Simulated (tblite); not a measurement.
**B2HF3 (SMILES FBB(F)F) at GFN2-xTB**

What is the electronic atomisation energy of B2HF3 at GFN2-xTB? 

The results are computed with tblite 0.8.0.

12 further runs of the same task are left out: 12 set aside as unsound or not needed.

### Step 1. The system as given

The species is B2HF3 (6 atoms), meant as a singlet with charge 0. SMILES: `FBB(F)F`. Geometry: optimised at GFN2-xTB.

Bond lengths: F1–B2 1.312 Å, B2–B3 1.703 Å, B3–F4 1.321 Å, B3–F5 1.321 Å, B2–H6 1.180 Å. Angles: F1–B2–B3 122.4°, B2–B3–F4 124.0°, B2–B3–F5 124.0°, F4–B3–F5 111.8°, F1–B2–H6 114.2°, B3–B2–H6 123.4°.

### Step 2. Vibrational wavenumbers at GFN2-xTB

start.xyz

```xyz
6

F     -0.038997     0.819026     1.738962
B     -0.334113    -0.052503     0.804186
B      0.312563     0.041348    -0.768188
F      1.415511    -0.576769    -1.151998
F     -0.273939     0.667451    -1.773096
H     -1.081026    -0.898563     1.150143
```

run.py

```python
# GFN2-xTB harmonic vibrations
import json
import numpy as np
from tblite.interface import Calculator
from tblite.interface import symbols_to_numbers
from ase.data import atomic_masses

symbols = list(map(str, np.loadtxt("start.xyz", skiprows=2, usecols=0, dtype=str, ndmin=1)))
numbers = np.array(symbols_to_numbers(symbols))
positions = np.loadtxt("start.xyz", skiprows=2, usecols=(1, 2, 3), ndmin=2) / 0.529177210903

tb = Calculator("GFN2-xTB", numbers, positions, charge=0, uhf=0)
tb.set("verbosity", 0)
tb.set("accuracy", 0.01)
res = tb.singlepoint()
h = 0.005  # bohr
n = positions.size
H, D = np.zeros((n, n)), np.zeros((n, 3))
for a in range(n):
    g, d = [], []
    for sign in (1, -1):
        x = positions.ravel().copy()
        x[a] += sign * h
        tb.update(x.reshape(-1, 3))
        y = tb.singlepoint()
        g.append(y.get('gradient').ravel())
        d.append(y.get('dipole'))
    H[a], D[a] = (g[0] - g[1]) / (2 * h), (d[0] - d[1]) / (2 * h)
mass = np.repeat(atomic_masses[numbers], 3)
H = (H + H.T) / 2 / np.sqrt(np.outer(mass, mass))
# project out translations and rotations
com = positions - atomic_masses[numbers] @ positions / atomic_masses[numbers].sum()
T = [np.tile(v, len(numbers)) for v in np.eye(3)] + [np.cross(com, v).ravel() for v in np.eye(3)]
U, sv, _ = np.linalg.svd((np.array(T) * np.sqrt(mass)).T)
Q = U[:, (sv > 1e-3 * sv.max()).sum():]
w, V = np.linalg.eigh(Q.T @ H @ Q)
freq = np.sign(w) * np.sqrt(np.abs(w)) * 5140.487
inten = (((Q @ V).T / np.sqrt(mass)) @ D) ** 2
inten = inten.sum(axis=1) * 974.88
print(f"E = {res.get('energy'):.8f} Eh, max gradient {np.abs(res.get('gradient')).max():.2e} Eh/bohr")
print("mode   frequency/cm^-1   IR/(km/mol)")
for i, (v, s) in enumerate(zip(freq, inten), 1):
    print(f"{i:4d} {v:14.2f} {s:14.3f}")
zpe = freq[freq > 0].sum() / 2 / 219474.63
print(f"imaginary modes: {(freq < -10).sum()}, zero-point energy {zpe:.6f} Eh = {zpe * 27.211386:.4f} eV")
out = {k: np.asarray(res.get(k)).tolist() for k in ("energy", "gradient", "charges", "dipole", "orbital-energies", "orbital-occupations")}
out.update(symbols=symbols, positions=(positions * 0.529177210903).tolist(), frequencies=freq.tolist(), intensities=inten.tolist(), zpe=zpe)
json.dump(out, open("results.json", "w"))
```

Command:

```
python run.py
```

Output:

```text
E = -17.29303646 Eh, max gradient 1.85e-05 Eh/bohr
mode   frequency/cm^-1   IR/(km/mol)
   1          58.53          2.794
   2         182.79         11.410
   3         194.47          1.524
   4         401.23         21.347
   5         544.95         46.105
   6         664.29         13.140
   7         697.60         74.459
   8        1062.74         57.743
   9        1202.50        276.922
  10        1228.55        345.515
  11        1315.50         72.041
  12        2567.28         91.217
imaginary modes: 0, zero-point energy 0.023056 Eh = 0.6274 eV
```

Run time: 0.55 s. Hardware: 1 thread of Intel Xeon at 2.70GHz, shared host.

### Step 3. The B atom: the energy at GFN2-xTB

calc.py

```python
import json
import numpy as np
from ase import Atoms
from ase.units import Bohr
from tblite.ase import TBLite
from ase.units import Debye

mol = Atoms(["B"], positions=Bohr * np.array([
    [0.000000, 0.000000, 0.000000],
]))
start = mol.get_positions()

mol.calc = TBLite(
    method="GFN2-xTB",
    multiplicity=2,
    accuracy=0.1,
    spin_polarization=1.0,
    verbosity=0,
)
print(f"Energy: {mol.get_potential_energy():.6f} eV")
print(f"Dipole: {np.linalg.norm(mol.get_dipole_moment()) / Debye:.4f} D")
for a, q in zip(mol, mol.get_charges()):
    print(f"{a.symbol}{a.index + 1} {q:+.4f}")
json.dump(dict(energy=mol.get_potential_energy(), forces=mol.get_forces().tolist(), dipole=mol.get_dipole_moment().tolist(), charges=mol.get_charges().tolist(),
               symbols=mol.get_chemical_symbols(), start=start.tolist(), final=mol.positions.tolist()), open("results.json", "w"))
```

Command:

```
python calc.py
```

Output:

```text
Energy: -26.183452 eV
Dipole: 0.0000 D
B1 -0.0000
```

Wall time 0.42 s (1 thread of Intel Xeon at 2.70GHz, shared host).

### Step 4. The F atom: the energy at GFN2-xTB

xtb_job.py

```python
import json
import numpy as np
from tblite.interface import Calculator

symbols = ["F"]
numbers = np.array([9])
positions = np.array([
    [0.000000, 0.000000, 0.000000],
]) / 0.5291772  # angstrom to bohr

xtb = Calculator("GFN2-xTB", numbers, positions, charge=0, uhf=1)
xtb.set("accuracy", 0.1)
xtb.add("spin-polarization", 1.0)
sp = xtb.singlepoint()

print(f"E(total): {sp.get('energy'):.8f} Eh")
eps = np.atleast_2d(sp.get("orbital-energies")) * 27.211386
occ = np.atleast_2d(sp.get("orbital-occupations"))
filled = occ.sum(axis=0) if eps.shape[0] == 1 else occ[0]
homo = np.nonzero(filled > 0.5)[0].max()
print(f"HOMO {eps[0, homo]:.4f} eV")
if homo + 1 < eps.shape[1]:
    print(f"LUMO {eps[0, homo + 1]:.4f} eV, gap {eps[0, homo + 1] - eps[0, homo]:.4f} eV")
mu = sp.get("dipole") * 2.541746
print(f"dipole: {np.linalg.norm(mu):.4f} D, components " + " ".join(f"{c:.4f}" for c in mu))
q = sp.get("charges")
print("Charges:", " ".join(f"{s}{i + 1}={c:+.4f}" for i, (s, c) in enumerate(zip(symbols, q))))
out = {k: np.asarray(sp.get(k)).tolist() for k in ("energy", "gradient", "charges", "dipole", "orbital-energies", "orbital-occupations")}
out.update(symbols=symbols, positions=(positions * 0.529177210903).tolist())
json.dump(out, open("results.json", "w"))
```

Run the same way, it converges to -4.63430 Eh (log not shown).

### Step 5. The H atom: a single-point energy at GFN2-xTB

xtb_job.py

```python
import json
import numpy as np
from ase import Atoms
from ase.units import Bohr
from tblite.ase import TBLite
from ase.units import kcal, mol as mol_
from ase.units import Debye

mol = Atoms(["H"], positions=Bohr * np.array([
    [0.000000, 0.000000, 0.000000],
]))
start = mol.get_positions()

mol.calc = TBLite(
    method="GFN2-xTB",
    multiplicity=2,
    accuracy=0.1,
    spin_polarization=1.0,
)
print(f"Potential energy: {mol.get_potential_energy() / (kcal / mol_):.6f} kcal/mol")
print(f"Dipole: {np.linalg.norm(mol.get_dipole_moment()) / Debye:.4f} D")
print("Charges:", np.round(mol.get_charges(), 4))
json.dump(dict(energy=mol.get_potential_energy(), forces=mol.get_forces().tolist(), dipole=mol.get_dipole_moment().tolist(), charges=mol.get_charges().tolist(),
               symbols=mol.get_chemical_symbols(), start=start.tolist(), final=mol.positions.tolist()), open("results.json", "w"))
```

Command:

```
python xtb_job.py
```

Output:

```text
------------------------------------------------------------
  cycle        total energy    energy error   density error
------------------------------------------------------------
      1    -0.4292952639310  -4.2929526E-01   2.2360680E-01
      2    -0.4292952639310   0.0000000E+00   1.3416408E-01
      3    -0.4292952639310   0.0000000E+00   8.0490398E-06
      4    -0.4292952639310   0.0000000E+00   6.2559861E-15
------------------------------------------------------------

 total:                                   0.001 sec
Potential energy: -269.386845 kcal/mol
Dipole: 0.0000 D
Charges: [0.]
```

Wall time 0.35 s (1 thread of Intel Xeon at 2.70GHz, shared host).

### Step 6. Summary of results

Level: GFN2-xTB.

| quantity | value |
| --- | --- |
| molecule: total energy | -17.29304 Eh |
| molecule: dipole moment | 1.26 D |
| molecule: HOMO energy | -11.86 eV |
| molecule: LUMO energy | -7.95 eV |
| molecule: HOMO–LUMO gap | 3.91 eV |
| molecule: largest force on an atom | 0.001 eV/Å |
| molecule: lowest harmonic wavenumber | 59 cm⁻¹ |
| molecule: highest harmonic wavenumber | 2567 cm⁻¹ |
| molecule: zero-point energy | 60.5 kJ/mol |
| B atom: total energy | -0.96222 Eh |
| B atom: dipole moment | 0.00 D |
| B atom: largest force on an atom | 0.000 eV/Å |
| F atom: total energy | -4.63430 Eh |
| F atom: dipole moment | 0.00 D |
| F atom: HOMO energy (as the program lists it) | -16.56 eV |
| F atom: largest force on an atom | 0.000 eV/Å |
| H atom: total energy | -0.42930 Eh |
| H atom: dipole moment | 0.00 D |
| H atom: largest force on an atom | 0.000 eV/Å |
| electronic atomisation energy | 28.201 eV |

**Reading.** Taking the molecule apart into free atoms costs 28.20 eV (2721 kJ/mol), before zero-point energy and without spin-orbit coupling. Tight-binding and semi-empirical models aren't fitted to free atoms, so this value can be far from the true one. All 12 modes (molecule) are real, so the shape is a minimum at this level. Mulliken charges (molecule) run from -0.25 on F4 to +0.45 on B3.
